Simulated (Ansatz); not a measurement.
# C2H5BO: two torsions

How does the energy of C₂H₅BO, SMILES BC(=C)O change over two coordinates at once? A grid of runs gives the map.

Program: Ansatz 0.2.0. Level of theory: RHF/def2-TZVP. These are calculated values, not measurements.

### 1 The system as given

SMILES `BC(=C)O`, 9 atoms, charge 0, spin multiplicity 1.

Atoms are counted from 1 here; the program's logs count them from 0.

Bond lengths: B1–C2 1.544 Å, B1–H5 1.214 Å, B1–H6 1.222 Å, C2–C3 1.369 Å, C2–O4 1.370 Å, C3–H7 1.103 Å, C3–H8 1.098 Å, O4–H9 0.975 Å. Angles: C2–B1–H5 120.2°, C2–B1–H6 120.0°, H5–B1–H6 119.7°, B1–C2–C3 119.9°, B1–C2–O4 121.4°, C3–C2–O4 118.7°, C2–C3–H7 121.7°, C2–C3–H8 119.6°, H7–C3–H8 118.7°, C2–O4–H9 107.3°.

Coordinates:

```xyz
9

B     0.2240    1.2490    0.1252
C    -0.0918   -0.2621    0.1597
C     0.0974   -1.0236   -0.9615
O    -0.5602   -0.8676    1.2955
H     0.6363    1.7643   -0.8934
H     0.0589    1.9312    1.1262
H    -0.1170   -2.1054   -0.9710
H     0.4722   -0.5530   -1.8795
H    -0.6314   -0.1791    1.9818
```

This geometry comes from a loose relaxation at PBE in a small basis, which is not shown.

### 3 The grid

- dihedral B1–C2–C3–H7: 10 values from −180 to 144 °, periodic
- dihedral B1–C2–O4–H9: 10 values from −180 to 144 °, periodic

Nothing else is relaxed (all other coordinates rigid). Energies count from the relaxed molecule at the same level. Points are written as (first, second).

(The set-up runs are not shown.)

### 4 The run at (−180°, 0°)

The input, input.yaml:

```yaml
crystal:
  periodic: [false, false, false]
  atoms:
    - { symbol: B, position_ang: [0.228471, 1.255063, 0.114228] }
    - { symbol: C, position_ang: [-0.086816, -0.262196, 0.144725] }
    - { symbol: C, position_ang: [0.093842, -1.006525, -0.939244] }
    - { symbol: O, position_ang: [-0.552263, -0.860217, 1.275576] }
    - { symbol: H, position_ang: [0.632657, 1.751385, -0.884021] }
    - { symbol: H, position_ang: [0.06701, 1.925894, 1.08858] }
    - { symbol: H, position_ang: [-0.116362, -2.0611, -0.947335] }
    - { symbol: H, position_ang: [0.459335, -0.556702, -1.839599] }
    - { symbol: H, position_ang: [-0.637314, -0.231916, 1.970009] }
basis:
  gaussian: { orbitals: def2-TZVP }
hamiltonian:
  xc: hf
output:
  forces: true
```

Launch:

```
$ ansatz run input.yaml --threads 1 --pin off --max-ram 2560MiB --backend cpu --events-out ev --progress --plain --runs-dir out
```

Further runs follow: the other points that were computed.

**Question.** What will these runs give? Wanted: lowest point; highest computed point; dipole moment.

As calculated:

```
               quantity                                                                  value
           lowest point                                                  (−180°, 0°), 0 kJ/mol
 highest computed point                               (72°, −72°), 312 kJ/mol above the lowest
      dipole moment (D)  0.46 at (−72°, 0°) to 2.34 at (−72°, −108°); 0.88 at the lowest point
time for the whole task                                        13 min on 1 thread, shared host
```

**Reading.** The lowest computed point is at (−180°, 0°), which is the relaxed molecule at the same level itself; the map holds 2 wells of about this depth. A higher local minimum lies near (−180°, −180°) (6 kJ/mol above the lowest at that grid point). The highest computed point, (72°, −72°), lies 312 kJ/mol above the lowest. On the interpolated surface the easiest way out of the lowest well to the well at (−180°, −180°) passes a barrier of about 20 kJ/mol. Round the minimum the valley is somewhat tilted: raising dihedral B1–C2–C3–H7 shifts the best value of dihedral B1–C2–O4–H9 upwards (coupling k₁₂/√(k₁₁k₂₂) about −0.2).
